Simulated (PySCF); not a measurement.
# C7H14FN2: the cost of one run

Computed with PySCF 2.14.0 and routines of our own; the level stands in each step. Atoms count from 0.

## (1) The system as given

24 atoms, charge 1, multiplicity 1; geometry from: GFN2-xTB.

## (2) Geometry optimisation at PBE0-D3(BJ)/def2-SVP

The job: settings as JSON, then the geometry in Å.

```
{"job": {"xc": "PBE0", "basis": "def2-SVP", "d3": "d3bj", "grid": 2, "kind": "geom"}, "charge": 1, "multiplicity": 1}
C     -2.895392    -0.566832     0.603347
N     -2.376794     0.480893    -0.248194
C     -3.362890     1.340159    -0.852575
C     -1.095190     0.662853    -0.468748
C     -0.012164    -0.056344     0.026397
F     -0.239503    -1.110296     0.855344
C      1.297459     0.277527    -0.303213
N      2.415911    -0.294934     0.078931
C      2.461944    -1.444319     0.955936
C      3.692510     0.204766    -0.364594
H     -2.510949    -0.467685     1.618868
H     -3.979410    -0.504005     0.632480
H     -2.610989    -1.549594     0.226026
H     -4.052880     0.746852    -1.455474
H     -3.937813     1.849255    -0.076389
H     -2.895128     2.087402    -1.489151
H     -0.839289     1.484331    -1.123893
H      1.401668     1.127659    -0.963900
H      2.006332    -1.216340     1.920013
H      3.496581    -1.732516     1.118275
H      1.927903    -2.288143     0.518130
H      3.571108     1.068002    -1.014650
H      4.297250     0.495316     0.496632
H      4.227990    -0.574242    -0.910631
```

Launch:

```sh
OMP_NUM_THREADS=1 python excited_run.py task.json out
```

The driver reads the jobs from task.json and runs them one after another.

**Question.** How long does this first job take on 1 thread of Arm Neoverse V2, shared host, and how much memory does it need?

About 3 min, with a peak of 1.1 GiB.
